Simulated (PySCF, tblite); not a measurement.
# C₅H₉BOSi: geometry, infrared bands and NMR shifts

What infrared bands and NMR shifts should C₅H₉BOSi (`BC1=CO[Si@H]1C1CC1`) show?

The runs use tblite 0.8.0 and PySCF 2.14.0, with density-fitted response routines of our own; the level of theory stands in each step. All values are computed, except where a source is named. Atoms are numbered from 0 throughout.

### Step 1. The molecule as given

17 atoms, charge 0, multiplicity 1; geometry from: force field or distance geometry start.

Bonds of the start (Å): B0–C1 1.56, C1–C2 1.39, C2–O3 1.46, O3–Si4 1.66, Si4–C5 1.87, C5–C6 1.52, C6–C7 1.53, Si4–C1 1.71, C7–C5 1.52, B0–H8 1.18, B0–H9 1.17, C2–H10 1.07, Si4–H11 1.47, C5–H12 1.12, C6–H13 1.11, C6–H14 1.11, C7–H15 1.10, C7–H16 1.11.

### Step 2. Geometry optimisation with GFN2-xTB

The job: settings as JSON, then the geometry in Å.

```
{"job": {"kind": "relax", "xc": "GFN2-xTB", "basis": "xTB"}, "charge": 0, "multiplicity": 1}
B      2.393900     1.116500     0.678500
C      1.794500    -0.060800    -0.153600
C      2.259500    -1.333500    -0.472600
O      1.098100    -1.748600    -1.251500
Si     0.320100    -0.311100    -0.986200
C     -1.140100    -0.489700     0.174200
C     -2.496900    -0.276400    -0.465700
C     -1.895800     0.803300     0.432100
H      1.764300     2.108900     0.814100
H      3.448300     1.022200     1.180500
H      3.171500    -1.840400    -0.237300
H      0.159700     0.502000    -2.205900
H     -1.121000    -1.191100     1.045900
H     -2.499900    -0.016900    -1.544300
H     -3.326300    -0.840300     0.016900
H     -1.561000     1.699200    -0.114800
H     -2.375900     0.868800     1.432700
```

Command:

```console
OMP_NUM_THREADS=1 python probes_run.py task.json out
```

One launch serves the whole session: the jobs run in the order shown.

**Question.** This job is followed by: GFN2-xTB harmonic vibrations, gas phase; GIAO PBE0/pcSseg-1 NMR shielding, non-relativistic, gas phase. Predict these results of the whole session: strongest single infrared mode (GFN2-xTB); zero-point energy (GFN2-xTB); ¹³C shifts against TMS (PBE0/pcSseg-1); ¹H shifts against TMS (PBE0/pcSseg-1, means over atoms taken as alike); ¹¹B shifts against BF3·OEt2 (PBE0/pcSseg-1); ¹⁷O shifts against H2O (PBE0/pcSseg-1); ²⁹Si shifts against TMS (PBE0/pcSseg-1).

As calculated:

```
                                                              quantity                                               value
                             strongest single infrared mode (GFN2-xTB)                               1557 cm⁻¹, 345 km/mol
                                          zero-point energy (GFN2-xTB)                                       78.5 kcal/mol
                                ¹³C shifts against TMS (PBE0/pcSseg-1)                    196.0, 136.2, 5.2, 0.0, -0.8 ppm
¹H shifts against TMS (PBE0/pcSseg-1, means over atoms taken as alike)  8.36, 6.36, 5.43, 0.94, 0.83, 0.46, 0.36, 0.31 ppm
                           ¹¹B shifts against BF3·OEt2 (PBE0/pcSseg-1)                                            59.8 ppm
                                ¹⁷O shifts against H2O (PBE0/pcSseg-1)                                           222.7 ppm
                               ²⁹Si shifts against TMS (PBE0/pcSseg-1)                                            49.4 ppm
```

Over 67 steps the energy fell by 1.316 eV; of the close pairs, C1–Si4 changed most, 1.712 to 1.899 Å. All 45 modes are real, so the xTB geometry is a minimum. The strongest single mode, at 1557 cm⁻¹, moves mainly C1 and C2. Unscaled tight-binding wavenumbers are off by several per cent, some by more. Its intensities can rank the bands wrongly. At PBE0/pcSseg-1: The largest span, 277 ppm, is at O3, where the paramagnetic term is -287 ppm.
